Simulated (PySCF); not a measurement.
# C4H6FO2P: the cost of one run

Programs: PySCF 2.14.0, with routines of our own; each step states its level. All values are computed. Atoms count from 0.

## Step 1: The starting structure

14 atoms, charge 0, multiplicity 1; geometry from: GFN2-xTB.

## Step 2: Magnetic properties: GIAO PBE/pcSseg-1

Job settings and geometry (Å):

```
{"job": {"kind": "mag", "xc": "PBE", "basis": "pcSseg-1", "isotopologues": 2}, "charge": 0, "multiplicity": 1}
C     -2.298967     0.722075     0.567587
C     -1.130297    -0.150372     0.369382
C     -0.761023    -1.297560    -0.220737
F     -1.355970    -2.236192    -0.949768
P      0.597139    -0.608124     0.735849
O      1.101238    -1.111501     2.018233
C      1.941146     0.191016    -0.275281
O      2.701767     0.980546     0.574448
H     -3.169777     0.300882     0.067962
H     -2.508402     0.823908     1.631874
H     -2.099561     1.717504     0.171636
H      2.533487    -0.615712    -0.736925
H      1.517446     0.825628    -1.053364
H      2.931096     0.457430     1.356963
```

With the program's defaults for keys left out, this is: GIAO PBE/pcSseg-1 magnetisability, rotational g tensor and spin-rotation constants, non-relativistic, gas phase.

Started as:

```sh
$ OMP_NUM_THREADS=1 python excited_run.py task.json out
```

This one command runs all jobs of the session in turn.

**Question.** How long does this first job take on 1 thread of Arm Neoverse V1, shared host, and how much memory does it need?

About 36 s, with a peak of 0.59 GiB.
